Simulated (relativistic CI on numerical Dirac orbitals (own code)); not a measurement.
# Ions with 16 electrons, Yb⁵⁴⁺ to Re⁵⁹⁺: levels along an isoelectronic sequence, part 1 of 2

Aim: follow the lowest levels of 16-electron ions as the nuclear charge grows, with one list of configurations.

The numbers are computed with relativistic CI on numerical Dirac orbitals (own code) version 4 (Dirac-Coulomb-Breit CI, KLI orbitals optimised for each configuration, model QED (radiative potential, 1s self-energy scaled to tabulated hydrogen-like ionisation energies)), except any that are marked as measured or tabulated.

## Step 1: The system

| Property | Result |
| --- | --- |
| electrons | 16 |
| ions | Yb⁵⁴⁺, Lu⁵⁵⁺, Hf⁵⁶⁺, Ta⁵⁷⁺, W⁵⁸⁺, Re⁵⁹⁺ |
| configurations | [Ne] 3s2 3p4; [Ne] 3s 3p5; [Ne] 3p6; [Ne] 3s2 3p3 3d; [Ne] 3s 3p4 3d; [Ne] 3s2 3p2 3d2; [Ne] 3s2 3p 3d3; [Ne] 3s 3p2 3d3 |

## Step 2: Yb⁵⁴⁺ (Z = 70)

Settings, as recorded:

```ini
atom Yb  Z=70  charge=54  electrons=16
nucleus A=174  rms_radius_fm=5.3108
hamiltonian dirac-coulomb  breit=on  qed=on  c_scale=1
orbitals kli  potential=per-configuration
slater_scale 1
correlation none
mixing on
configurations
  [Ne] 3s2 3p4
  [Ne] 3s 3p5
  [Ne] 3p6
  [Ne] 3s2 3p3 3d
  [Ne] 3s 3p4 3d
  [Ne] 3s2 3p2 3d2
  [Ne] 3s2 3p 3d3
  [Ne] 3s 3p2 3d3
end
```

Launch:

```
> python run_levels.py task.json out
```

One command runs all members of the session, one after another, from task.json.

The program writes no log. Results of the run, from its result record (rounded, main fields):

```text
{
  "status": "converged",
  "levels [i, E_cm, J2, conf, term, w_term, jj, w_jj, g, tau_s]": [
    [0, 0, 4, "3s2 3p4", "3P", 0.6845, "3p3/2^2", 0.9914, 1.334, "-"],
    [1, 148444.93, 0, "3s2 3p4", "1S", 0.6298, "3p3/2^2", 0.9886, "-", 0.07747],
    [2, 1790691.1, 4, "3s2 3p3 3d", "3D*", 0.3133, "3p3/2 3d3/2", 0.9904, 1.044, 1.31e-10],
    [3, 1853590.3, 2, "3s2 3p3 3d", "3D*", 0.3181, "3p3/2 3d3/2", 0.9851, 1.117, 6.219e-11],
    [4, 1857413.6, 6, "3s2 3p3 3d", "3F*", 0.2801, "3p3/2 3d3/2", 0.9703, 1.096, 1.037e-09],
    [5, 1860730.7, 0, "3s2 3p3 3d", "3P*", 0.6073, "3p3/2 3d3/2", 0.9934, "-", 0.04356],
    [6, 2138425.4, 2, "3s2 3p4", "3P", 0.9881, "3p1/2 3p3/2^3", 0.9881, 1.49, 4.984e-09],
    [7, 2213160.2, 4, "3s2 3p4", "1D", 0.6812, "3p1/2 3p3/2^3", 0.9868, 1.142, 9.537e-09],
    [8, 2316886.3, 8, "3s2 3p3 3d", "3F*", 0.4933, "3p3/2 3d5/2", 0.9944, 1.254, 8.591e-07],
    [9, 2366470.6, 4, "3s2 3p3 3d", "3D*", 0.3312, "3p3/2 3d5/2", 0.9672, 1.243, 9.95e-12],
    [10, 2518171, 6, "3s2 3p3 3d", "3D*", 0.406, "3p3/2 3d5/2", 0.9514, 1.194, 2.433e-12],
    [11, 2599271.6, 2, "3s2 3p3 3d", "3D*", 0.3585, "3p3/2 3d5/2", 0.9758, 1.048, 3.821e-12],
    [12, 3549765.1, 4, "3s 3p5", "3P*", 0.8321, "3s 3p3/2^3", 0.8321, 1.467, 1.764e-12],
    [13, 3611308.7, 4, "3s2 3p2 3d2", "3F", 0.3947, "3p1/2^2 3d3/2^2", 0.9828, 0.7468, 4.283e-11],
    [14, 3705680.4, 2, "3s 3p5", "1P*", 0.3424, "3s 3p3/2^3", 0.5835, 1.185, 1.626e-12],
    [15, 3796825.2, 0, "3s2 3p2 3d2", "3P", 0.5732, "3p1/2^2 3d3/2^2", 0.9701, "-", 3.105e-11],
    [16, 3863312.7, 4, "3s2 3p3 3d", "3F*", 0.4461, "3p1/2 3p3/2^2 3d3/2", 0.9833, 1.026, 8.631e-11],
    [17, 3878207.1, 0, "3s2 3p3 3d", "5D*", 0.5236, "3p1/2 3p3/2^2 3d3/2", 0.9787, "-", 9.345e-11],
    [18, 3888463.2, 2, "3s2 3p3 3d", "3D*", 0.4737, "3p1/2 3p3/2^2 3d3/2", 0.8712, 0.9745, 4.355e-12],
    [19, 3923536.1, 6, "3s2 3p3 3d", "3G*", 0.3277, "3p1/2 3p3/2^2 3d3/2", 0.9713, 1.077, 2.698e-11],
    "... 20 more rows left out ..."
  ],
  "lines, the strongest and those to the lowest levels [upper, lower, type, S_au, A_per_s, branching]": [
    [6, 0, "M1", 1.679, 1.476e+08, 0.7356],
    [6, 1, "M1", 0.7066, 5.007e+07, 0.2495],
    [7, 0, "M1", 1.559, 9.116e+07, 0.8694],
    [7, 0, "E2", 0.002448, 2.912e+06, 0.02777],
    [20, 2, "E2", 0.001183, 7.531e+05, 0.02533],
    [23, 0, "E1", 0.09721, 2.092e+12, 0.9999],
    [25, 0, "E1", 0.09525, 2.985e+12, 0.9995],
    [27, 0, "E1", 0.05612, 2.995e+12, 0.9867],
    [31, 0, "E1", 0.01742, 1.002e+12, 0.261],
    [31, 1, "E1", 0.05465, 2.837e+12, 0.7387]
  ],
  "n_levels_all": 847,
  "total_energy [Ha]": -11040.680775,
  "configurations [conf, odd, states, E_av_cm, breit_Ha, qed_Ha, corr_Ha]": [
    ["3s2 3p4", 0, 15, 1.53518e+06, 12.09, 9.513, "-"],
    ["3s 3p5", 1, 12, 4.49041e+06, 12.13, 9.382, "-"],
    ["3p6", 0, 1, 7.62194e+06, 12.18, 9.251, "-"],
    ["3s2 3p3 3d", 1, 200, 4.38444e+06, 11.96, 9.496, "-"],
    ["3s 3p4 3d", 0, 300, 7.26394e+06, 12, 9.365, "-"],
    ["3s2 3p2 3d2", 0, 675, 7.30184e+06, 11.83, 9.479, "-"],
    ["3s2 3p 3d3", 1, 720, 1.02872e+07, 11.71, 9.462, "-"],
    ["3s 3p2 3d3", 0, 3600, 1.30154e+07, 11.75, 9.332, "-"]
  ]
}
```

It took 0.48 s on 1 thread of Intel Xeon Platinum 8488C (Sapphire Rapids), shared host.

## Step 3: Lu⁵⁵⁺ (Z = 71)

The settings differ from step 2 so:

```diff
@@ -1,3 +1,3 @@
-atom Yb  Z=70  charge=54  electrons=16
-nucleus A=174  rms_radius_fm=5.3108
+atom Lu  Z=71  charge=55  electrons=16
+nucleus A=175  rms_radius_fm=5.3700
 hamiltonian dirac-coulomb  breit=on  qed=on  c_scale=1
```

Results of the run:

```text
{
  "status": "converged",
  "levels [i, E_cm, J2, conf, term, w_term, jj, w_jj, g, tau_s]": [
    [0, 0, 4, "3s2 3p4", "3P", 0.6836, "3p3/2^2", 0.9917, 1.333, "-"],
    [1, 151338.53, 0, "3s2 3p4", "1S", 0.6315, "3p3/2^2", 0.9891, "-", 0.07507],
    [2, 1823098.7, 4, "3s2 3p3 3d", "3D*", 0.3143, "3p3/2 3d3/2", 0.991, 1.043, 1.244e-10],
    [3, 1887818, 2, "3s2 3p3 3d", "3D*", 0.321, "3p3/2 3d3/2", 0.9864, 1.113, 5.859e-11],
    [4, 1891327.6, 6, "3s2 3p3 3d", "3F*", 0.2797, "3p3/2 3d3/2", 0.9727, 1.093, 8.907e-10],
    [5, 1894636.9, 0, "3s2 3p3 3d", "3P*", 0.6104, "3p3/2 3d3/2", 0.994, "-", 0.04823],
    [6, 2290334.7, 2, "3s2 3p4", "3P", 0.9884, "3p1/2 3p3/2^3", 0.9884, 1.49, 4.035e-09],
    [7, 2366108.2, 4, "3s2 3p4", "1D", 0.6803, "3p1/2 3p3/2^3", 0.9871, 1.143, 7.294e-09],
    [8, 2384113.3, 8, "3s2 3p3 3d", "3F*", 0.495, "3p3/2 3d5/2", 0.9948, 1.253, 7.005e-07],
    [9, 2436506.2, 4, "3s2 3p3 3d", "3D*", 0.3326, "3p3/2 3d5/2", 0.9704, 1.241, 9.015e-12],
    [10, 2589289.2, 6, "3s2 3p3 3d", "3D*", 0.4109, "3p3/2 3d5/2", 0.9554, 1.195, 2.278e-12],
    [11, 2672520.8, 2, "3s2 3p3 3d", "3D*", 0.3564, "3p3/2 3d5/2", 0.978, 1.049, 3.578e-12],
    [12, 3678219.3, 4, "3s2 3p2 3d2", "3F", 0.396, "3p1/2^2 3d3/2^2", 0.9843, 0.748, 4.056e-11],
    [13, 3731304.2, 4, "3s 3p5", "3P*", 0.8353, "3s 3p3/2^3", 0.8353, 1.467, 1.596e-12],
    "... 26 more rows left out ..."
  ],
  "n_levels_all": 847,
  "total_energy [Ha]": -11395.619431,
  "configurations [conf, odd, states, E_av_cm, breit_Ha, qed_Ha, corr_Ha]": [
    ["3s2 3p4", 0, 15, 1.63722e+06, 12.67, 10, "-"],
    ["3s 3p5", 1, 12, 4.72732e+06, 12.72, 9.867, "-"],
    ["3p6", 0, 1, 7.9969e+06, 12.77, 9.729, "-"],
    ["3s2 3p3 3d", 1, 200, 4.59127e+06, 12.53, 9.987, "-"],
    ["3s 3p4 3d", 0, 300, 7.60424e+06, 12.58, 9.849, "-"],
    ["3s2 3p2 3d2", 0, 675, 7.61466e+06, 12.4, 9.968, "-"],
    ["3s2 3p 3d3", 1, 720, 1.07072e+07, 12.28, 9.95, "-"],
    ["3s 3p2 3d3", 0, 3600, 1.3566e+07, 12.32, 9.813, "-"]
  ]
}
```

It took 0.48 s on 1 thread of Intel Xeon Platinum 8488C (Sapphire Rapids), shared host.

## Step 4: Hf⁵⁶⁺ (Z = 72)

The settings differ from step 3 so:

```diff
@@ -1,3 +1,3 @@
-atom Lu  Z=71  charge=55  electrons=16
-nucleus A=175  rms_radius_fm=5.3700
+atom Hf  Z=72  charge=56  electrons=16
+nucleus A=180  rms_radius_fm=5.3470
 hamiltonian dirac-coulomb  breit=on  qed=on  c_scale=1
```

Results of the run:

```text
{
  "status": "converged",
  "levels [i, E_cm, J2, conf, term, w_term, jj, w_jj, g, tau_s]": [
    [0, 0, 4, "3s2 3p4", "3P", 0.6827, "3p3/2^2", 0.9921, 1.332, "-"],
    [1, 154237.43, 0, "3s2 3p4", "1S", 0.6332, "3p3/2^2", 0.9895, "-", 0.0728],
    [2, 1855607.9, 4, "3s2 3p3 3d", "3D*", 0.3151, "3p3/2 3d3/2", 0.9916, 1.043, 1.184e-10],
    [3, 1922120.9, 2, "3s2 3p3 3d", "3D*", 0.3236, "3p3/2 3d3/2", 0.9876, 1.111, 5.539e-11],
    [4, 1925326.5, 6, "3s2 3p3 3d", "3F*", 0.2793, "3p3/2 3d3/2", 0.9748, 1.091, 7.75e-10],
    [5, 1928645.5, 0, "3s2 3p3 3d", "3P*", 0.6133, "3p3/2 3d3/2", 0.9946, "-", 0.05307],
    [6, 2450874.2, 2, "3s2 3p4", "3P", 0.9887, "3p1/2 3p3/2^3", 0.9887, 1.489, 3.27e-09],
    [7, 2453205.8, 8, "3s2 3p3 3d", "3F*", 0.4967, "3p3/2 3d5/2", 0.9952, 1.252, 5.731e-07],
    [8, 2508318.5, 4, "3s2 3p3 3d", "3D*", 0.3338, "3p3/2 3d5/2", 0.9733, 1.239, 8.201e-12],
    [9, 2527679.5, 4, "3s2 3p4", "1D", 0.6794, "3p1/2 3p3/2^3", 0.9875, 1.143, 5.554e-09],
    [10, 2662270.5, 6, "3s2 3p3 3d", "3D*", 0.4154, "3p3/2 3d5/2", 0.9591, 1.197, 2.135e-12],
    [11, 2747611, 2, "3s2 3p3 3d", "3D*", 0.3542, "3p3/2 3d5/2", 0.9799, 1.05, 3.353e-12],
    [12, 3745332.2, 4, "3s2 3p2 3d2", "3F", 0.3971, "3p1/2^2 3d3/2^2", 0.9857, 0.7491, 3.852e-11],
    [13, 3922062.3, 4, "3s 3p5", "3P*", 0.8379, "3s 3p3/2^3", 0.8379, 1.467, 1.444e-12],
    "... 26 more rows left out ..."
  ],
  "n_levels_all": 847,
  "total_energy [Ha]": -11757.418197,
  "configurations [conf, odd, states, E_av_cm, breit_Ha, qed_Ha, corr_Ha]": [
    ["3s2 3p4", 0, 15, 1.74498e+06, 13.28, 10.52, "-"],
    ["3s 3p5", 1, 12, 4.9763e+06, 13.32, 10.37, "-"],
    ["3p6", 0, 1, 8.39028e+06, 13.38, 10.23, "-"],
    ["3s2 3p3 3d", 1, 200, 4.80789e+06, 13.13, 10.5, "-"],
    ["3s 3p4 3d", 0, 300, 7.96066e+06, 13.18, 10.35, "-"],
    ["3s2 3p2 3d2", 0, 675, 7.94134e+06, 12.99, 10.48, "-"],
    ["3s2 3p 3d3", 1, 720, 1.11452e+07, 12.86, 10.46, "-"],
    ["3s 3p2 3d3", 0, 3600, 1.41409e+07, 12.9, 10.31, "-"]
  ]
}
```

Wall time 0.66 s (1 thread of Intel Xeon Platinum 8488C (Sapphire Rapids), shared host).

(Continued in part 2 of 2.)
